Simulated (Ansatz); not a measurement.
GeCN2:

```
Ge N C
1.0
     1.79379    1.03565    4.92196
    -1.79379    1.03565    4.92196
     0.00000   -2.07129    4.92196
Ge N C
1 2 1
Cartesian
  0.0000 0.0000 0.0000
  0.0000 0.0000 8.6219
  0.0000 0.0000 6.1440
  0.0000 0.0000 7.3829
```

The cell comes from a database or a generator and needn't be the stable form of this composition.

Base run:

```yaml
Program: Ansatz 0.2.0
Functional: HSE06
Potentials_or_basis: Ansatz PAW
Cutoff: "420 eV (not typed: the program's choice for these potentials)"
k_mesh: 6 × 6 × 6
Occupations: fermi-dirac, width 0.05 eV
Spin: no spin polarisation
```

Its results: band gap on the k mesh 1.68 eV, indirect (least direct gap 2.77 eV); pressure -3.4 GPa; largest force 0.961 eV/Å.

The run is repeated on the same cell with these changes: functional from HSE06 to PBE0. What comes out?

Band gap on the k mesh 2.34 eV, indirect (least direct gap 3.43 eV); pressure -3.5 GPa; largest force 1.004 eV/Å.

Caveats: the PAW data sets come from PBE, with cores solved anew for the run's functional, which leaves a small shift of forces and pressure; the thresholds are loose for stress; forces of over 1 eV/Å show positions far from the minimum, so gaps and moduli don't describe the material at rest (some runs).
